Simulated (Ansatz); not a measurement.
# AsF (triplet): wave-function methods side by side, aug-cc-pVDZ

The task here is to estimate one member of a computed series from the others.

Computed with Ansatz 0.2.0, Gaussian basis. Level: aug-cc-pVDZ, core rule «outside noble gas», up to 15 orbitals frozen.

Plan: UHF; CCSD(T) on ROHF; CCSD(T) on UHF; BCCD(T) on ROHF; CISD as a restricted active space (open shells left free, so some higher excitations enter); CCSDT(Q) on ROHF; CCSDT(Q) on UHF; CASSCF and MRCISD+Q, 12 electrons in 8 orbitals; CASSCF and NEVPT2, 12 electrons in 8 orbitals.

15 further runs of the same task are left out: 6 that didn't finish, 9 set aside as unsound or not needed. Runs told in other sessions of the task aren't counted.

## The geometry

The geometry is a PBE0/def2-TZVPD stationary point (not a proven minimum) of the parent state, kept for this charge and spin. No spin-orbit coupling is included. The filled d shell of As may be among the frozen orbitals whatever the setting's name suggests.

2 atoms, charge 0, spin multiplicity 3.

Atoms are counted from 1 here; the program's logs count them from 0.

Bond lengths: F1–As2 1.847 Å.

Set-up of the first run:

Input file in.yaml:

```yaml
crystal:
  periodic: [false, false, false]
  atoms:
    - {symbol: F, position_ang: [0.000000, 0.000000, 0.000000]}
    - {symbol: As, position_ang: [0.000000, 0.000000, 1.847000]}
basis:
  gaussian: {orbitals: aug-cc-pVDZ}
magnetization: {spin_polarized: true, initial_magnetization: 2}
hamiltonian: {xc: hf}
output: {orbitals: {seedname: orbitals}}
```

The run is started by

```sh
> ansatz run in.yaml --threads 1 --pin off --events-out ev --progress --plain --max-ram 2393MiB
```

Steps of the session up to this table: UHF; CCSD(T) on ROHF; CCSD(T) on UHF; BCCD(T) on ROHF; CISD as a restricted active space (open shells left free, so some higher excitations enter); CCSDT(Q) on ROHF; CCSDT(Q) on UHF; CASSCF and MRCISD+Q, 12 electrons in 8 orbitals; CASSCF and NEVPT2, 12 electrons in 8 orbitals.

One table of the session follows, with a row left open; its other results are not shown here.

```
          method  from UCCSDT(Q) (kcal/mol)
            ROHF                    +196.12
             UHF                    +193.03
            RMP2                     +13.96
            UMP2                     +14.17
            CISD                     +19.35
           RCCSD                      +6.56
           UCCSD                      +6.34
        RCCSD(T)                      +1.07
        UCCSD(T)                          ?
         BCCD(T)                      +0.91
          RCCSDT                      +0.62
          UCCSDT                      +0.43
       RCCSDT(Q)                      +0.33
       UCCSDT(Q)                          0
  CASSCF valence                    +176.48
  NEVPT2 valence                     +28.17
  MRCISD valence                     +15.72
MRCISD+Q valence                      +2.94
```

**Question.** Estimate the row for UCCSD(T).

As computed: from UCCSDT(Q) (kcal/mol): +0.90. In the column «from UCCSDT(Q) (kcal/mol)» it lies between RCCSDT (+0.62) and BCCD(T) (+0.91).

To keep in mind: Restricted and unrestricted rows rest on different reference determinants; a gap between their highest levels can come from leftover correlation error, from unlike frozen cores or from another state.
